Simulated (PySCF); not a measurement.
# H4K4S4 ((KSH)4 cube): the cost of one run

Computed with PySCF 2.14.0, with density-fitted response routines of our own, on a single molecule in the gas phase. Atoms count from 0, in the outputs and in this text.

## 1. The starting structure

12 atoms, charge 0, multiplicity 1; geometry from: GFN2-xTB. The atoms were then displaced at random by about 0.03 Å, so the start is not that level's minimum.

Bonds of the start (Å): K0–S3 3.09, K0–S5 3.11, S1–K2 3.14, S1–K6 3.10, S1–H8 1.33, K2–S7 3.07, S3–H9 1.21, K4–S7 3.10, S5–K6 3.09, S5–H10 1.36, K6–S7 3.13, S7–H11 1.34.

## 2. Relaxing the molecule at PBE0-D3(BJ)/def2-SVP

What the job is given:

```
{"job": {"xc": "PBE0", "basis": "def2-SVP", "d3": "d3bj", "grid": 1, "maxiter": 40, "shake": 0.03, "kind": "geom"}, "charge": 0, "multiplicity": 1}
K      2.065980     1.634530     1.165910
S     -0.533330     2.399030    -0.573400
K     -0.070350     0.317280    -2.874290
S      2.376490    -0.612570    -0.933360
K      0.574140    -2.762610     0.604330
S      0.003580    -0.276750     2.498500
K     -2.548280     0.698990     1.057440
S     -1.728350    -1.485530    -1.027920
H     -0.801440     3.685010    -0.809740
H      3.458010    -0.945080    -1.375100
H     -0.000690    -0.455010     3.845210
H     -2.680300    -2.280020    -1.526590
```

On the command line:

```
$ OMP_NUM_THREADS=1 python probes_run.py task.json out
```

The driver reads the jobs from task.json and runs them one after another.

**Question.** How long does this first job take on 1 thread of AMD EPYC 9R14, shared host, and how much memory does it need?

About 6.1 min, with a peak of 1.1 GiB.
